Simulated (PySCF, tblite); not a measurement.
# C3H2F3O radical: geometry, infrared bands and EPR parameters

Wanted: the infrared bands and EPR parameters of C3H2F3O radical (`[CH2]C(=O)C(F)(F)F`), by calculation.

Computed with tblite 0.8.0 and PySCF 2.14.0, with density-fitted response routines of our own, on a single molecule in the gas phase. Atoms count from 0, in the outputs and in this text.

**1. Starting geometry**

9 atoms, charge 0, multiplicity 2; geometry from: force field or distance geometry start.

Bonds of the start (Å): C0–C1 1.48, C1–O2 1.25, C1–C3 1.52, C3–F4 1.35, C3–F5 1.37, C3–F6 1.36, C0–H7 1.08, C0–H8 1.08.

**2. Relaxing the molecule with GFN2-xTB**

What the job is given:

```
{"job": {"kind": "relax", "xc": "GFN2-xTB", "basis": "xTB"}, "charge": 0, "multiplicity": 2}
C      1.359700    -0.305600    -0.475700
C      0.228400    -0.361300     0.482600
O      0.415300    -1.010200     1.532700
C     -1.052500     0.377100     0.112600
F     -0.830600     1.694800    -0.092300
F     -2.025800     0.290800     1.068200
F     -1.595200    -0.110800    -1.035200
H      2.273700    -0.815400    -0.223200
H      1.240600     0.246600    -1.395000
```

On the command line:

```
$ OMP_NUM_THREADS=1 python probes_run.py task.json out
```

One launch serves the whole session: the jobs run in the order shown.

What it wrote:

```text
step      E/eV     max force
  0    -696.67583    3.555
  1    -696.84666    1.550
  2    -696.87373    0.684
  3    -696.88706    0.387
  4    -696.89753    0.296
  5    -696.90339    0.214
  6    -696.90888    0.192
  7    -696.91116    0.150
  8    -696.91246    0.149
  9    -696.91317    0.120
 10    -696.91390    0.088
 11    -696.91468    0.105
 12    -696.91545    0.093
 13    -696.91605    0.092
 14    -696.91647    0.057
 15    -696.91680    0.050
 16    -696.91709    0.053
 17    -696.91740    0.052
 18    -696.91773    0.051
 19    -696.91801    0.043
 20    -696.91816    0.031
 21    -696.91823    0.027
 22    -696.91827    0.020
 23    -696.91831    0.017
 24    -696.91833    0.013
 25    -696.91834    0.008
```

Run time: 0.09 s. Hardware: 1 thread of Arm Neoverse V1, shared host.

Step by step:

| step | energy from step 0 (eV) | largest force (eV/Å) |
| --- | --- | --- |
| 0 | 0.0000 | 3.5551 |
| 1 | -0.1708 | 1.5499 |
| 2 | -0.1979 | 0.6843 |
| 3 | -0.2112 | 0.3870 |
| 4 | -0.2217 | 0.2955 |
| 5 | -0.2276 | 0.2142 |
| 6 | -0.2330 | 0.1921 |
| 7 | -0.2353 | 0.1501 |
| 8 | -0.2366 | 0.1489 |
| 9 | -0.2373 | 0.1199 |
| 10 | -0.2381 | 0.0879 |
| 11 | -0.2388 | 0.1046 |
| 12 | -0.2396 | 0.0935 |
| 13 | -0.2402 | 0.0916 |
| 14 | -0.2406 | 0.0571 |
| 15 | -0.2410 | 0.0505 |
| 16 | -0.2413 | 0.0532 |
| 17 | -0.2416 | 0.0524 |
| 18 | -0.2419 | 0.0507 |
| 19 | -0.2422 | 0.0430 |
| 20 | -0.2423 | 0.0313 |
| 21 | -0.2424 | 0.0266 |
| 22 | -0.2424 | 0.0205 |
| 23 | -0.2425 | 0.0166 |
| 24 | -0.2425 | 0.0135 |
| 25 | -0.2425 | 0.0082 |

Close pairs (by a distance rule), those that changed most:

| bond | before (Å) | after (Å) | change (Å) |
| --- | --- | --- | --- |
| C0–C1 | 1.484 | 1.412 | -0.072 |
| C3–F5 | 1.367 | 1.326 | -0.041 |
| C1–C3 | 1.524 | 1.558 | +0.034 |
| C1–O2 | 1.248 | 1.221 | -0.028 |
| C3–F6 | 1.360 | 1.345 | -0.016 |
| C3–F4 | 1.352 | 1.345 | -0.007 |
| C0–H8 | 1.079 | 1.076 | -0.003 |
| C0–H7 | 1.077 | 1.077 | +0.000 |

The next job starts from the end point, and lists it.

**3. Vibrational analysis with GFN2-xTB**

What the job is given:

```
{"job": {"kind": "ir", "xc": "GFN2-xTB", "basis": "xTB"}, "charge": 0, "multiplicity": 2}
C      1.304109    -0.289954    -0.458980
C      0.277431    -0.390135     0.504621
O      0.335907    -0.993896     1.563777
C     -1.027501     0.365100     0.111853
F     -0.779278     1.668708    -0.104814
F     -1.973673     0.282697     1.037453
F     -1.533054    -0.120353    -1.035575
H      2.244179    -0.781109    -0.273026
H      1.165443     0.264934    -1.370491
```

What it wrote:

```text
mode    cm-1     km/mol
  1      33.1      7.37
  2     188.5      6.89
  3     208.8      2.37
  4     298.2      2.81
  5     340.5      5.99
  6     395.9      8.84
  7     442.6      6.75
  8     514.1     17.44
  9     522.2     20.29
 10     586.2     42.71
 11     718.5      0.55
 12     748.9     47.07
 13     979.8     20.97
 14    1043.2    297.01
 15    1094.6    173.97
 16    1134.7    226.88
 17    1231.2     11.39
 18    1367.2     11.63
 19    1595.4    137.45
 20    3100.9      8.57
 21    3158.0      0.34
```

Wall time 0.15 s (1 thread of Arm Neoverse V1, shared host).

Which atoms move in the most intense modes:

| cm⁻¹ | km/mol | atoms |
| --- | --- | --- |
| 522 | 20.3 | H8 33 %, C1 25 % |
| 586 | 42.7 | C0 18 %, F4 15 %, F6 15 %, O2 14 % |
| 749 | 47.1 | C1 39 %, C0 20 %, H8 19 %, H7 14 % |
| 980 | 21.0 | H8 35 %, C0 27 %, H7 20 %, O2 10 % |
| 1043 | 297.0 | C3 72 %, F6 13 %, F4 13 % |
| 1095 | 174.0 | C3 68 %, F4 10 % |
| 1135 | 226.9 | C3 60 %, F5 22 % |
| 1595 | 137.4 | C1 62 %, O2 37 % |

**4. EPR parameters: B3LYP/pcH-1**

Same as in step 3 but for these lines:

```diff
@@ -1,2 +1,2 @@
-{"job": {"kind": "ir", "xc": "GFN2-xTB", "basis": "xTB"}, "charge": 0, "multiplicity": 2}
+{"job": {"kind": "epr", "basis": "pcH-1"}, "charge": 0, "multiplicity": 2}
 C      1.304109    -0.289954    -0.458980
```

With the program's defaults for keys left out, this is: UKS B3LYP, pcH-1 on C F H O, non-relativistic, mean-field spin-orbit, GIAO.

What it wrote:

```text
UKS, coarse grid
  cycle   1  E = -489.97103024  |g| = 8.72e-01
  cycle   2  E = -488.31504793  |g| = 2.10e+00
  cycle   3  E = -490.13462148  |g| = 4.86e-01
  cycle   4  E = -490.23740407  |g| = 7.80e-02
  cycle   5  E = -490.23938613  |g| = 4.08e-02
  cycle   6  E = -490.24016052  |g| = 1.83e-02
  cycle   7  E = -490.24038107  |g| = 6.64e-03
  cycle   8  E = -490.24043364  |g| = 4.03e-03
  cycle   9  E = -490.24044521  |g| = 1.43e-03
  cycle  10  E = -490.24044707  |g| = 8.35e-04
UKS, final grid
  cycle   1  E = -490.24044221  |g| = 1.22e-03
  cycle   2  E = -490.24044112  |g| = 2.21e-03
  cycle   3  E = -490.24044278  |g| = 3.37e-04
  cycle   4  E = -490.24044283  |g| = 1.05e-04
  cycle   5  E = -490.24044284  |g| = 6.66e-05
  cycle   6  E = -490.24044285  |g| = 1.26e-05
E = -490.24044285 Eh   <S^2> = 0.7665 (exact 0.7500)
g shifts (ppm)      1          2          3
  rmc          -195       -195       -195
  gc             -5         40         41
  oz_so         -46       2136       6070
  total        -247       1980       5915
hyperfine (MHz)  atom isotope    a_iso     a_fc   dipolar eigenvalues
    0   13C      66.70      66.70    -65.31    -64.66    129.97
    1   13C     -45.36     -45.36    -17.47      4.67     12.80
    2   17O     -22.37     -22.37   -107.90     53.81     54.09
    3   13C      -3.06      -3.06     -0.73     -0.52      1.25
    4   19F      11.94      11.94    -12.16     -6.07     18.23
    5   19F      -1.41      -1.41     -3.48      0.38      3.09
    6   19F      11.25      11.25    -12.19     -5.82     18.01
    7    1H     -51.79     -51.79    -29.13     -2.72     31.85
    8    1H     -52.86     -52.86    -31.20     -2.12     33.31
```

It took 29 s on 1 thread of Arm Neoverse V1, shared host; peak memory 0.7 GiB.

Principal g values 2.00207, 2.00430, 2.00823; g(iso) = 2.00487, against 2.00232 for a free electron.

Mean a(iso) over the nuclei that a row names, and the largest dipolar term of the row (other rows stand at the frozen geometry):

| nuclei | isotope | a(iso) (MHz) | a(iso) (G, at g = 2.0023) | largest dipolar term (MHz) |
| --- | --- | --- | --- | --- |
| C0 | 13C | 66.7 | 23.8 | 130.0 |
| H7, H8 | 1H | -52.3 | -18.7 | 33.3 |
| C1 | 13C | -45.4 | -16.2 | -17.5 |
| O2 | 17O | -22.4 | -8.0 | -107.9 |
| F4, F5, F6 | 19F | 7.3 | 2.6 | 18.2 |
| C3 | 13C | -3.1 | -1.1 | 1.3 |

Mulliken spin populations:

| atom | value (e) |
| --- | --- |
| C0 | 0.86 |
| C1 | -0.14 |
| O2 | 0.35 |
| C3 | 0.00 |
| F4 | 0.00 |
| F5 | 0.00 |
| F6 | 0.00 |
| H7 | -0.04 |
| H8 | -0.03 |

In first order the couplings over 0.8 MHz of 1H, 19F give 12 distinct lines over 45.1 G, if the averaged nuclei exchange fast; the same motion can average rows kept apart here too.

Orbitals, density, ELF and potential are computed afterwards from the orbital file.

ELF in a plane through or near 7 of the atoms.

Ten even steps from ' ' (0.00) to '@' (1.00):
```
                                                        
                                                        
                                                        
                  ..--==++++++--::                      
                  ==**%%%%%%%%##++                      
                  ++%%@@##++@@%%++    ....              
                  ::**%%**--%%**..  --**++::..          
          ++**--..  ..++##%%**..  ::##%%%%**--          
        **@@@@@@@@====**::**==##++++##++--%%**..        
      ..##@@@@@@@@++==@@##--%%@@==::####%%##++..        
      ..++@@@@@@@@==@@**##--****::==------==--          
        ..==******++++##==    ::--==::                  
              --##@@@@@@%%                              
              --%%@@@@@@%%                              
              ..**@@@@@@**                              
                  --==--..                              
                                                        
                                                        
                                                        
                                                        
```
The map spans 10.0 Å across and 8.9 Å up, centred on the molecule. Atoms in the plane (x, y in Å): C0 (-1.4, -0.2), C1 (-0.3, 0.6), O2 (-0.3, 1.9), C3 (1.1, -0.1), F5 (2.1, 0.7), H7 (-2.4, 0.2), H8 (-1.3, -1.3).

log10 of the density (e/Å³) in the same plane.

Ten even steps from ' ' (-4.0) to '@' (1.9):
```
                                                        
                        ......                          
                  ..::::----::::..                      
                ..--====++++====--::..                  
              ..::==++********++==--::::::..            
            ..::--==++##%%%%##**++========--::..        
        ..::::----==++##%%%%##**++==++++++====::..      
      ..::----======++**######++++++**####**++--::      
      ::--==++**********%%@@##******##@@%%**++==::      
    ..::--++**############################**++--::      
    ..::--==++**##%%@@##******##%%%%****++++==--..      
      ::--====++**####****++++********++==----..        
      ..::----==++**##**++====++++++++====::..          
        ..::::====++**++++==--==========--..            
          ..::----========--::--------::::              
            ..::::------::::....::::::..                
                ..........                              
                                                        
                                                        
                                                        
```
The map spans 10.0 Å across and 8.9 Å up, centred on the molecule. Atoms in the plane (x, y in Å): C0 (-1.4, -0.2), C1 (-0.3, 0.6), O2 (-0.3, 1.9), C3 (1.1, -0.1), F5 (2.1, 0.7), H7 (-2.4, 0.2), H8 (-1.3, -1.3).

On the surface of density 0.002 e/bohr³ the electrostatic potential runs, from the 1st to the 99th percentile, from -1.25 V near O2 to 1.65 V near H8.

The spin density lies nearest to C0 49 %; O2 27 %; C1 9 % (beta excess); H7, H8 about 7 % each.

**5. Outcome**

| quantity | value |
| --- | --- |
| strongest single infrared mode (GFN2-xTB) | 1043 cm⁻¹, 297 km/mol |
| zero-point energy (GFN2-xTB) | 28.2 kcal/mol |
| g(iso) (B3LYP) | 2.00487 |
| ⟨S²⟩ | 0.767 (exact 0.75) |
| largest a(iso) (averaged by class) | 13C on C0, 66.7 MHz |
| potential on the surface of density 0.002 e/bohr³, 1st and 99th percentile | -1.25 V and 1.65 V |

The optimisation took 25 steps and gained 0.243 eV; among the close pairs (by a distance rule), C0–C1 changed most, from 1.484 to 1.412 Å. All 21 modes are real, so the xTB geometry is a minimum. The strongest single mode, at 1043 cm⁻¹, moves mainly C3. GFN2-xTB is a fitted tight-binding method: band positions and strengths are rough. Its intensities can rank the bands wrongly. The largest share of the spin, 0.86 e, sits on C0. The isotropic g lies 2.5 ppt above the free-electron value. The conformer search found further structures of the same energy, which may be mirror or relabelled copies of this one.
